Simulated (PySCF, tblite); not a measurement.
**C4H10GeNO radical: geometry, infrared bands and EPR parameters**

Aim: predict the infrared bands and EPR parameters of C4H10GeNO radical (`[CH2][GeH2][C](=O)NCC`).

Computed with tblite 0.8.0 and PySCF 2.14.0, with density-fitted response routines of our own, on a single molecule in the gas phase. Atoms are numbered from 0 throughout.

## Step 1: The molecule as given

17 atoms, charge 0, multiplicity 2; geometry from: force field or distance geometry start.

Bonds of the start (Å): C0–Ge1 1.95, Ge1–C2 1.90, C2–O3 1.26, C2–N4 1.43, N4–C5 1.47, C5–C6 1.53, C0–H7 1.11, C0–H8 1.12, Ge1–H9 1.54, Ge1–H10 1.53, N4–H11 1.05, C5–H12 1.08, C5–H13 1.12, C6–H14 1.12, C6–H15 1.11, C6–H16 1.11.

## Step 2: Geometry optimisation with GFN2-xTB

What the job is given:

```
{"job": {"kind": "relax", "xc": "GFN2-xTB", "basis": "xTB"}, "charge": 0, "multiplicity": 2}
C      2.630300     0.611600     1.202700
Ge     2.361300    -0.716600    -0.201300
C      0.515900    -1.133100    -0.391100
O      0.165000    -2.286300    -0.767400
N     -0.433100    -0.099200    -0.117400
C     -1.869600    -0.383300    -0.274800
C     -2.574800     0.922800     0.084800
H      3.607100     1.125800     1.093600
H      1.857200     1.414300     1.125900
H      3.139300    -1.989400     0.186200
H      2.969300    -0.152100    -1.487000
H     -0.141400     0.860800     0.178300
H     -2.096900    -0.691400    -1.281600
H     -2.053700    -1.170100     0.504100
H     -2.191200     1.669900    -0.659600
H     -3.670900     0.808600     0.002900
H     -2.220600     1.219800     1.090800
```

Command:

```bash
$ OMP_NUM_THREADS=1 python probes_run.py task.json out
```

One launch serves the whole session: the jobs run in the order shown.

Output:

```text
step      E/eV     max force
  0    -610.75807    3.623
  1    -611.15453    2.728
  2    -611.29410    1.608
  3    -611.38587    0.744
  4    -611.44946    0.549
  5    -611.48823    0.545
  6    -611.53746    0.672
  7    -611.56806    0.497
  8    -611.59174    0.331
  9    -611.60553    0.289
 10    -611.61934    0.262
 11    -611.62943    0.294
 12    -611.63714    0.213
 13    -611.64392    0.193
 14    -611.65032    0.194
 15    -611.65613    0.160
 16    -611.66160    0.159
 17    -611.66665    0.200
 18    -611.67070    0.176
 19    -611.67377    0.111
 20    -611.67615    0.099
 21    -611.67831    0.094
 22    -611.67996    0.099
 23    -611.68164    0.094
 24    -611.68311    0.088
 25    -611.68468    0.098
 26    -611.68644    0.094
 27    -611.68856    0.110
 28    -611.69096    0.108
 29    -611.69355    0.124
 30    -611.69638    0.116
 31    -611.69957    0.166
 32    -611.70293    0.191
 33    -611.70643    0.217
 34    -611.70859    0.358
 35    -611.71464    0.251
 36    -611.72158    0.237
 37    -611.73459    0.296
 38    -611.74259    0.226
 39    -611.74859    0.266
 40    -611.75203    0.359
 41    -611.74465    0.677
 42    -611.75954    0.208
 43    -611.76327    0.181
 44    -611.77431    0.403
 45    -611.77828    0.116
 46    -611.78034    0.109
 47    -611.78394    0.306
 48    -611.78672    0.171
 49    -611.78967    0.090
 50    -611.79158    0.090
 51    -611.79276    0.069
 52    -611.79378    0.089
 53    -611.79510    0.091
 54    -611.79619    0.099
 55    -611.79734    0.087
 56    -611.79852    0.079
 57    -611.80002    0.094
 58    -611.80150    0.100
 59    -611.80239    0.081
 60    -611.80293    0.103
 61    -611.80344    0.098
 62    -611.80400    0.049
 63    -611.80447    0.041
 64    -611.80492    0.040
 65    -611.80520    0.038
 66    -611.80548    0.036
 67    -611.80584    0.041
 68    -611.80625    0.037
 69    -611.80659    0.036
 70    -611.80689    0.054
 71    -611.80724    0.055
 72    -611.80786    0.061
 73    -611.80853    0.062
 74    -611.80904    0.049
 75    -611.80946    0.044
 76    -611.80982    0.045
 77    -611.81012    0.037
 78    -611.81034    0.025
 79    -611.81050    0.031
 80    -611.81070    0.034
 81    -611.81098    0.048
 82    -611.81133    0.047
 83    -611.81168    0.041
 84    -611.81199    0.048
 85    -611.81234    0.055
 86    -611.81281    0.062
 87    -611.81334    0.054
 88    -611.81373    0.037
 89    -611.81393    0.037
 90    -611.81410    0.036
 91    -611.81436    0.053
 92    -611.81483    0.061
 93    -611.81542    0.097
 94    -611.81605    0.114
 95    -611.81670    0.105
 96    -611.81747    0.075
 97    -611.81807    0.086
 98    -611.81888    0.089
 99    -611.81942    0.066
100    -611.82025    0.080
101    -611.82090    0.084
102    -611.82237    0.095
103    -611.82351    0.067
104    -611.82422    0.108
105    -611.82472    0.077
106    -611.82518    0.053
107    -611.82605    0.058
108    -611.82651    0.133
109    -611.82722    0.072
110    -611.82833    0.071
111    -611.83013    0.213
112    -611.83020    0.303
113    -611.83325    0.140
114    -611.83485    0.173
115    -611.83729    0.160
116    -611.83912    0.108
117    -611.84146    0.104
118    -611.84238    0.146
119    -611.84309    0.081
120    -611.84368    0.094
121    -611.84417    0.094
122    -611.84484    0.127
123    -611.84586    0.134
124    -611.84705    0.063
125    -611.84788    0.060
126    -611.84917    0.067
127    -611.85041    0.088
128    -611.85150    0.161
129    -611.85209    0.088
130    -611.85311    0.074
131    -611.85396    0.065
132    -611.85485    0.068
133    -611.85549    0.054
134    -611.85616    0.072
135    -611.85657    0.072
136    -611.85688    0.049
137    -611.85718    0.034
138    -611.85747    0.038
139    -611.85782    0.041
140    -611.85817    0.035
141    -611.85845    0.034
142    -611.85865    0.042
143    -611.85879    0.027
144    -611.85892    0.033
145    -611.85903    0.034
146    -611.85915    0.041
147    -611.85931    0.033
148    -611.85951    0.030
149    -611.85978    0.043
150    -611.86004    0.051
151    -611.86027    0.046
152    -611.86044    0.027
153    -611.86056    0.018
154    -611.86064    0.018
155    -611.86070    0.021
156    -611.86073    0.016
157    -611.86076    0.013
158    -611.86077    0.011
159    -611.86079    0.009
```

Run time: 3 s. Hardware: 1 thread of Intel Xeon at 2.50GHz, shared host; peak memory 0.18 GiB.

Along the way: (not every step is listed)

```
step  energy from step 0 (eV)  largest force (eV/Å)
   0                   0.0000                3.6225
   1                  -0.3965                2.7285
   2                  -0.5360                1.6075
   3                  -0.6278                0.7440
   4                  -0.6914                0.5487
   5                  -0.7302                0.5449
   6                  -0.7794                0.6722
   7                  -0.8100                0.4968
   8                  -0.8337                0.3305
  22                  -0.9219                0.0994
  36                  -0.9635                0.2369
  50                  -1.0335                0.0900
  64                  -1.0469                0.0398
  78                  -1.0523                0.0253
  92                  -1.0568                0.0608
 106                  -1.0671                0.0535
 120                  -1.0856                0.0944
 134                  -1.0981                0.0720
 148                  -1.1014                0.0300
 154                  -1.1026                0.0180
 155                  -1.1026                0.0205
 156                  -1.1027                0.0162
 157                  -1.1027                0.0135
 158                  -1.1027                0.0107
 159                  -1.1027                0.0086
```

Close pairs (by a distance rule), those that changed most:

```
  bond  before (Å)  after (Å)  change (Å)
Ge1–C2       1.901      2.037      +0.136
 C2–N4       1.430      1.336      -0.094
C0–Ge1       1.951      1.879      -0.073
 C2–O3       1.263      1.209      -0.054
Ge1–H9       1.541      1.495      -0.046
 C0–H8       1.117      1.077      -0.040
N4–H11       1.046      1.010      -0.036
C6–H14       1.122      1.088      -0.034
```

The final coordinates are the input of the step that follows.

## Step 3: Infrared spectrum with GFN2-xTB

What the job is given:

```
{"job": {"kind": "ir", "xc": "GFN2-xTB", "basis": "xTB"}, "charge": 0, "multiplicity": 2}
C      2.844911     0.757679     1.070801
Ge     2.372464    -0.519140    -0.223939
C      0.423895    -1.078604    -0.023141
O      0.122543    -2.059170     0.615942
N     -0.440804    -0.256038    -0.624172
C     -1.882375    -0.374953    -0.524661
C     -2.486448     0.822297     0.199123
H      3.124117     0.467575     2.069260
H      2.610975     1.802402     0.953220
H      3.191716    -1.766496    -0.134825
H      2.489181     0.070533    -1.612533
H     -0.076300     0.552140    -1.107407
H     -2.306494    -0.462269    -1.530682
H     -2.081986    -1.296685     0.025281
H     -2.283355     1.742625    -0.345262
H     -3.562731     0.700541     0.283716
H     -2.066306     0.909593     1.198294
```

Output:

```text
mode    cm-1     km/mol
  1      25.5      1.05
  2      46.7      2.63
  3      66.9      0.62
  4     126.5      6.66
  5     142.9      2.43
  6     188.0      3.47
  7     221.1      1.06
  8     285.5      1.88
  9     292.6     19.34
 10     376.8     10.93
 11     411.4     44.14
 12     438.5     45.47
 13     496.8    140.42
 14     563.5     46.13
 15     599.6     20.96
 16     618.7     27.17
 17     711.2     67.57
 18     738.2      9.03
 19     768.2     57.76
 20     804.8    172.03
 21     840.4     29.39
 22     924.4     12.04
 23    1072.8      6.28
 24    1091.2      4.81
 25    1132.5     41.02
 26    1197.0    125.02
 27    1236.9     27.77
 28    1319.9      7.05
 29    1363.4      2.94
 30    1402.4    134.96
 31    1409.4     84.37
 32    1456.2      4.39
 33    1490.2      5.44
 34    1495.5      1.82
 35    1736.3    421.73
 36    1889.1    375.40
 37    2039.7    436.98
 38    2933.8     45.45
 39    2995.8      3.48
 40    3030.5     34.82
 41    3044.5     22.44
 42    3052.1     25.17
 43    3070.9     13.32
 44    3108.7     27.68
 45    3411.9      9.91
```

Run time: 1.7 s. Hardware: 1 thread of Intel Xeon at 2.50GHz, shared host; peak memory 0.18 GiB.

The strongest bands and the atoms that carry them (share of the mass-weighted mode):

| cm⁻¹ | km/mol | atoms |
| --- | --- | --- |
| 497 | 140.4 | H7 41 %, H8 33 %, C0 21 % |
| 805 | 172.0 | H10 49 %, H9 47 % |
| 1197 | 125.0 | H11 45 %, C2 16 %, N4 15 %, C5 11 % |
| 1402 | 135.0 | N4 21 %, H11 19 %, H15 12 %, H16 10 % |
| 1409 | 84.4 | N4 18 %, H16 17 %, H15 15 %, H14 14 % |
| 1736 | 421.7 | C2 62 %, O3 34 % |
| 1889 | 375.4 | H10 93 % |
| 2040 | 437.0 | H9 92 % |

## Step 4: EPR parameters: B3LYP/def2-TZVP-core+pcH-1

The job, as its differences from that of step 3:

```diff
@@ -1,2 +1,2 @@
-{"job": {"kind": "ir", "xc": "GFN2-xTB", "basis": "xTB"}, "charge": 0, "multiplicity": 2}
+{"job": {"kind": "epr", "basis": "pcH-1"}, "charge": 0, "multiplicity": 2}
 C      2.844911     0.757679     1.070801
```

Method: UKS B3LYP, def2-TZVP-core on Ge, pcH-1 on C H N O, non-relativistic, mean-field spin-orbit, GIAO.

Output:

```text
UKS, coarse grid
  cycle   1  E = -2365.23211419  |g| = 1.46e+00
  cycle   2  E = -2364.06528322  |g| = 1.90e+00
  cycle   3  E = -2365.13963876  |g| = 9.15e-01
  cycle   4  E = -2365.44070705  |g| = 2.29e-01
  cycle   5  E = -2365.44945964  |g| = 1.25e-01
  cycle   6  E = -2365.45544531  |g| = 3.38e-02
  cycle   7  E = -2365.45585205  |g| = 6.88e-03
  cycle   8  E = -2365.45587466  |g| = 1.77e-03
  cycle   9  E = -2365.45587709  |g| = 1.17e-03
  cycle  10  E = -2365.45587750  |g| = 5.91e-04
UKS, final grid
  cycle   1  E = -2365.45586167  |g| = 5.04e-04
  cycle   2  E = -2365.45586147  |g| = 8.44e-04
  cycle   3  E = -2365.45586179  |g| = 1.37e-04
  cycle   4  E = -2365.45586179  |g| = 5.49e-05
  cycle   5  E = -2365.45586179  |g| = 1.37e-05
E = -2365.45586179 Eh   <S^2> = 0.7550 (exact 0.7500)
g shifts (ppm)      1          2          3
  rmc          -149       -149       -149
  gc             34         15         22
  oz_so       -1131       -837        529
  total       -1247       -972        402
hyperfine (MHz)  atom isotope    a_iso     a_fc   dipolar eigenvalues
    0   13C      97.67      97.82    -75.34    -74.26    149.59
    1  73Ge      24.73      25.14     -1.37      0.36      1.01
    2   13C      68.80      68.82     -6.66     -5.67     12.33
    3   17O      -2.81      -2.81    -13.12      5.61      7.50
    4   14N       3.89       3.89     -0.79     -0.51      1.30
    5   13C       1.16       1.16     -0.62     -0.51      1.13
    6   13C       0.18       0.18     -0.21     -0.08      0.29
    7    1H     -54.84     -54.85    -36.10     -1.18     37.28
    8    1H     -54.82     -54.83    -36.12     -1.22     37.34
    9    1H      16.28      16.29     -3.04     -2.01      5.05
   10    1H      22.38      22.40     -3.03     -2.14      5.18
   11    1H      -0.53      -0.53     -2.08     -0.45      2.53
   12    1H      -0.58      -0.58     -0.63     -0.54      1.17
   13    1H      -0.27      -0.27     -0.94     -0.47      1.41
   14    1H       0.06       0.06     -0.59     -0.40      0.99
   15    1H       0.80       0.80     -0.39     -0.29      0.68
   16    1H      -0.01      -0.01     -0.78     -0.56      1.34
```

Wall time 7.3 min (1 thread of Intel Xeon at 2.50GHz, shared host); peak memory 1.4 GiB.

Principal g values 2.00107, 2.00135, 2.00272; g(iso) = 2.00171, against 2.00232 for a free electron.

Hyperfine couplings; where a row names several nuclei, a(iso) is their mean (it holds for fast rotation or exchange) and the dipolar term the largest among them:

```
       nuclei  isotope  a(iso) (MHz)  a(iso) (G, at g = 2.0023)  largest dipolar term (MHz)
           C0      13C          97.7                       34.8                       149.6
           C2      13C          68.8                       24.5                        12.3
       H7, H8       1H         -54.8                      -19.6                        37.3
          Ge1     73Ge          24.7                        8.8                        -1.4
      H9, H10       1H          19.3                        6.9                         5.2
           N4      14N           3.9                        1.4                         1.3
           O3      17O          -2.8                       -1.0                       -13.1
           C5      13C           1.2                        0.4                         1.1
          H11       1H          -0.5                       -0.2                         2.5
     H12, H13       1H          -0.4                       -0.2                         1.4
H14, H15, H16       1H           0.3                        0.1                         1.3
           C6      13C           0.2                        0.1                         0.3
```

Mulliken spin populations:

C0 1.02; Ge1 -0.06; C2 0.06; O3 0.03; N4 0.00; C5 0.00; C6 0.00; H7 -0.04; H8 -0.04; H9 0.01; H10 0.01; H11 0.00; H12 0.00; H13 0.00; H14 0.00; H15 0.00; H16 0.00

In first order the couplings over 0.8 MHz of 1H, 14N give 27 distinct lines over 55.7 G, if the averaged nuclei exchange fast.

Orbitals, density, ELF and potential are computed afterwards from the orbital file.

ELF in a plane through or near 6 of the atoms.

Ten even steps from ' ' (0.00) to '@' (1.00):
```
                                                        
                                                        
                                                        
              ..--::                                    
            ::++%%##--                                  
        ::::==##%%%%++..        ..----::..              
      ..==++**++####++..        ::**##++--==**++        
      ::++##++++::**==          ..####--**@@@@@@--      
      ..==**##**%%%%==    ::==::  ==--++##@@@@@@**      
        ::==**##++==--::::==##**::**%%##**@@@@@@==      
          ..--..::::::##++**%%##**==**##::::++==        
        ..==++..==--::@@--++%%****----==..              
      ::@@@@@@%%--..++%%::::++--::##%%**::              
      ==@@@@@@@@%%--::++++==::    ==++--..              
      --@@@@@@@@%%::  ::--::      ......                
        **@@@@@@++                                      
          --++++..                                      
                                                        
                                                        
                                                        
```
The map spans 12.3 Å across and 9.3 Å up, centred on the molecule. Atoms in the plane (x, y in Å): C0 (-2.9, 1.2), C2 (-0.5, -1.0), C5 (1.9, -0.6), C6 (2.5, 0.8), H9 (-3.3, -1.6), H15 (3.5, 0.7).

On the surface of density 0.002 e/bohr³ the electrostatic potential runs, from the 1st to the 99th percentile, from -1.92 V near O3 to 2.01 V near H11.

The spin density lies nearest to C0 66 %; H7, H8 about 9 % each.

## Step 5: Results

| quantity | value |
| --- | --- |
| strongest single infrared mode (GFN2-xTB) | 2040 cm⁻¹, 437 km/mol |
| zero-point energy (GFN2-xTB) | 79.6 kcal/mol |
| g(iso) (B3LYP) | 2.00171 |
| ⟨S²⟩ | 0.755 (exact 0.75) |
| largest a(iso) (averaged by class) | 13C on C0, 97.7 MHz |
| surface potential, 1st and 99th percentile | -1.92 V and 2.01 V |

What this shows: The optimisation took 159 steps and gained 1.103 eV; among the close pairs (by a distance rule), Ge1–C2 changed most, from 1.901 to 2.037 Å. All 45 modes are real, so the xTB geometry is a minimum. The strongest single mode, at 2040 cm⁻¹, moves mainly H9. Unscaled tight-binding wavenumbers are off by several per cent, some by more. Its intensities can rank the bands wrongly. Most of the unpaired spin sits on C0 (1.02 e). The isotropic g lies 0.6 ppt below the free-electron value. The hyperfine terms hold no scalar relativity, which the heavier nuclei need.
